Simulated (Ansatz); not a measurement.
# H3LiOSSi: the cost of one run

Method: RKS PBE-D4/def2-SVP, in Ansatz 0.2.0.

### 1 Starting point

Bond lengths: Li1–O2 1.553 Å, O2–S3 1.641 Å, S3–Si4 2.117 Å, Si4–H5 1.454 Å, Si4–H6 1.468 Å, Si4–H7 1.467 Å. Angles: Li1–O2–S3 177.2°, O2–S3–Si4 98.1°, S3–Si4–H5 104.9°, S3–Si4–H6 109.6°, S3–Si4–H7 109.4°, H5–Si4–H6 112.3°, H5–Si4–H7 112.4°, H6–Si4–H7 108.1°.

As a file:

```xyz
7

Li    0.5049   -2.4282    1.7993
O     0.9253   -1.2931    0.8266
S     1.4456   -0.1228   -0.1987
Si   -0.4195    0.8134   -0.5521
H    -0.1263    1.8897   -1.4841
H    -0.9697    1.3077    0.7156
H    -1.3603   -0.1668   -1.1067
```

### 2 Relaxing end A

File input.yaml:

```yaml
crystal:
  periodic: [false, false, false]
  atoms:
    - { symbol: Li, position_ang: [0.5049, -2.42815, 1.79929] }
    - { symbol: O, position_ang: [0.92531, -1.29312, 0.82664] }
    - { symbol: S, position_ang: [1.44557, -0.12278, -0.19872] }
    - { symbol: Si, position_ang: [-0.4195, 0.81336, -0.55205] }
    - { symbol: H, position_ang: [-0.12627, 1.88974, -1.48405] }
    - { symbol: H, position_ang: [-0.96973, 1.3077, 0.71555] }
    - { symbol: H, position_ang: [-1.3603, -0.16675, -1.10667] }
basis:
  gaussian: { orbitals: def2-SVP }
hamiltonian:
  xc: pbe
  dispersion: d4
relax:
  f_tol: 0.02
  max_steps: 50
```

Run with:

```
> ansatz run input.yaml --threads 1 --pin off --max-ram 2048MiB --backend cpu --events-out ev --progress --plain --runs-dir out
```

**Question.** How long does this run take on 1 thread of Intel Xeon 6975P-C (Granite Rapids), shared host, and how much memory does it need?

About 13 s, with a peak of 0.17 GiB.
